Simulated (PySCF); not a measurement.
# wB97X-V/STO-3G run of GeTe (SMILES [Ge][Te])

Aim: the vertical singlet–triplet gap of GeTe at wB97X-V/STO-3G, from 2 runs. Input form: a Python script.

Program for the calculation: PySCF 2.14.0.

8 further runs of the same task are left out: 8 set aside as unsound or not needed.

### 1 Starting point

GeTe has 2 atoms, charge 0, and is taken as a singlet. As SMILES, `[Ge][Te]`. The bond length is the measured one.

Bond lengths: Ge1–Te2 2.340 Å.

### 2 A single-point energy at wB97X-V/STO-3G

mol.xyz

```xyz
2

Ge     0.000000     0.000000     0.000000
Te     0.000000     0.000000     2.340165
```

input.py

```python
from pyscf import gto, dft

mol = gto.M(
    atom='mol.xyz',
    verbose=4,
    basis='sto-3g',
    max_memory=1860,
    spin=0,
)

mf = dft.RKS(mol)
mf.xc = 'wb97x-v'
mf.nlcgrids.level = 1
mf.conv_tol = 1e-10
mf.grids.level = 5
mf.kernel()
if not mf.converged:
    mf = mf.newton().run(mf.mo_coeff, mf.mo_occ)

etot = mf.e_tot
print('E(%s) = %.9f' % ('WB97X-V', etot))
```

Started as:

```bash
$ OMP_NUM_THREADS=1 python input.py
```

Log:

```text
PySCF version 2.14.0

[INPUT] num. atoms = 2
[INPUT] num. electrons = 84
[INPUT] charge = 0
[INPUT] spin (= nelec alpha-beta = 2S) = 0
[INPUT] symmetry False subgroup None
[INPUT] Mole.unit = angstrom
[INPUT] Symbol           X                Y                Z      unit          X                Y                Z       unit  Magmom
[INPUT]  1 Ge     0.000000000000   0.000000000000   0.000000000000 AA    0.000000000000   0.000000000000   0.000000000000 Bohr   0.0
[INPUT]  2 Te     0.000000000000   0.000000000000   2.340165000000 AA    0.000000000000   0.000000000000   4.422270936293 Bohr   0.0

nuclear repulsion = 376.277262060957
number of shells = 19
number of NR pGTOs = 135
number of NR cGTOs = 45
basis = sto-3g
ecp = {}

******** <class 'pyscf.dft.rks.RKS'> ********
method = RKS
initial guess = minao
damping factor = 0
level_shift factor = 0
DIIS = <class 'pyscf.scf.diis.CDIIS'>
diis_start_cycle = 1
diis_space = 8
diis_damp = 0
SCF conv_tol = 1e-10
SCF conv_tol_grad = None
SCF max_cycles = 50
direct_scf = True
direct_scf_tol = 1e-13
XC library pyscf.dft.libxc version 7.0.0
    S. Lehtola, C. Steigemann, M. J.T. Oliveira, and M. A.L. Marques.,  SoftwareX 7, 1–5 (2018)
XC functionals = wb97x-v
    N. Mardirossian and M. Head-Gordon.,  Phys. Chem. Chem. Phys. 16, 9904-9924 (2014)
radial grids:
    Treutler-Ahlrichs [JCP 102, 346 (1995); DOI:10.1063/1.469408] (M4) radial grids

becke partition: Becke, JCP 88, 2547 (1988); DOI:10.1063/1.454033
pruning grids: <function nwchem_prune>
grids dens level: 5
symmetrized grids: False
atomic radii adjust function: <function treutler_atomic_radii_adjust>
** Following is NLC and NLC Grids **
NLC functional = wb97x-v
radial grids:
    Treutler-Ahlrichs [JCP 102, 346 (1995); DOI:10.1063/1.469408] (M4) radial grids

becke partition: Becke, JCP 88, 2547 (1988); DOI:10.1063/1.454033
pruning grids: <function nwchem_prune>
grids dens level: 1
symmetrized grids: False
atomic radii adjust function: <function treutler_atomic_radii_adjust>
small_rho_cutoff = 0
Set gradient conv threshold to 1e-05
Initial guess from minao.
tot grids = 91560
tot grids = 15448
init E= -8579.49011267205
  HOMO = -0.671625925580643  LUMO = -0.447673807634003  gap/eV = 6.09405
cycle= 1 E= -8601.70294698288  delta_E= -22.2  |g|= 0.431  |ddm|= 2.17
  HOMO = -0.19547728714099  LUMO = 0.0500517184776961  gap/eV = 6.68118
cycle= 2 E= -8601.64472547137  delta_E= 0.0582  |g|= 0.593  |ddm|= 2.08
  HOMO = -0.186260182294731  LUMO = 0.0943892170585564  gap/eV = 7.63686
cycle= 3 E= -8601.81395581207  delta_E= -0.169  |g|= 0.0429  |ddm|= 1.18
  HOMO = -0.229503373731609  LUMO = 0.0939404646193011  gap/eV = 8.80136
cycle= 4 E= -8601.81556330421  delta_E= -0.00161  |g|= 0.013  |ddm|= 0.143
  HOMO = -0.239148694610789  LUMO = 0.0923994980850332  gap/eV = 9.02189
cycle= 5 E= -8601.8157874578  delta_E= -0.000224  |g|= 0.00368  |ddm|= 0.0659
  HOMO = -0.239867515766024  LUMO = 0.0922617646877365  gap/eV = 9.03770
cycle= 6 E= -8601.81583006713  delta_E= -4.26e-05  |g|= 0.00193  |ddm|= 0.0269
  HOMO = -0.240406131534561  LUMO = 0.0922394211051374  gap/eV = 9.05175
cycle= 7 E= -8601.81584714959  delta_E= -1.71e-05  |g|= 0.000292  |ddm|= 0.0303
  HOMO = -0.240496041520472  LUMO = 0.0921312877295341  gap/eV = 9.05125
cycle= 8 E= -8601.81584722109  delta_E= -7.15e-08  |g|= 0.000127  |ddm|= 0.00148
  HOMO = -0.240473369566864  LUMO = 0.0921525007527671  gap/eV = 9.05121
cycle= 9 E= -8601.8158472301  delta_E= -9e-09  |g|= 3.91e-05  |ddm|= 0.0003
  HOMO = -0.240470267249334  LUMO = 0.0921591549273171  gap/eV = 9.05131
cycle= 10 E= -8601.81584723168  delta_E= -1.58e-09  |g|= 1.52e-06  |ddm|= 0.00022
  HOMO = -0.24047086465963  LUMO = 0.0921594494085701  gap/eV = 9.05133
cycle= 11 E= -8601.81584723168  delta_E= -7.28e-12  |g|= 8.02e-08  |ddm|= 7.7e-06
  HOMO = -0.240470821740654  LUMO = 0.0921594720502934  gap/eV = 9.05133
Extra cycle  E= -8601.81584723168  delta_E= 3.64e-12  |g|= 5.69e-08  |ddm|= 2.65e-07
converged SCF energy = -8601.81584723168
E(WB97X-V) = -8601.815847232
```

Wall time 13 s (1 thread of Arm Neoverse V2, shared host); peak memory 0.25 GiB.

### 3 The triplet

job.py

```python
from pyscf import gto, dft

molecule = gto.M(
    atom=[
    ('Ge', (0.000000, 0.000000, 0.000000)),
    ('Te', (0.000000, 0.000000, 2.340165)),
],
    spin=2,
    basis='sto-3g',
    max_memory=1860,
    verbose=3,
)

mf = dft.UKS(molecule)
mf.xc = 'wb97x-v'
mf.conv_tol = 1e-10
mf.grids.level = 5
mf.nlcgrids.level = 1
mf.kernel()
if not mf.converged:
    mf = mf.newton().run(mf.mo_coeff, mf.mo_occ)

e_final = mf.e_tot
print('E(%s) = %.9f' % ('WB97X-V', e_final))
```

Started as:

```bash
$ OMP_NUM_THREADS=1 python job.py
```

Log:

```text
WARN: HOMO -0.447673807633973 >= LUMO -0.671625925580649

converged SCF energy = -8601.72495363888  <S^2> = 2.0356515  2S+1 = 3.0236743
E(WB97X-V) = -8601.724953639
```

Wall time 20 s (1 thread of Arm Neoverse V2, shared host); peak memory 0.25 GiB.

### 4 What came out

At wB97X-V/STO-3G:

```
                                        quantity           value
                           singlet: total energy  -8601.81585 Eh
                          singlet: dipole moment          2.51 D
                            singlet: HOMO energy        -6.54 eV
                            singlet: LUMO energy         2.51 eV
                          singlet: HOMO–LUMO gap         9.05 eV
                           triplet: total energy  -8601.72495 Eh
                          triplet: dipole moment          2.76 D
     triplet: HOMO energy (highest over α and β)        -4.28 eV
      triplet: LUMO energy (lowest over α and β)        -0.38 eV
                                   triplet: ⟨S²⟩           2.036
vertical energy of the triplet above the singlet        2.473 eV
```

**Reading.** At this shape the triplet lies 2.47 eV (239 kJ/mol) above the singlet. In a minimal basis such a difference can be off by several eV, whatever the method. Relativity is left out (singlet) although the molecule holds a heavy atom. Relativity is left out (triplet) although the molecule holds a heavy atom.
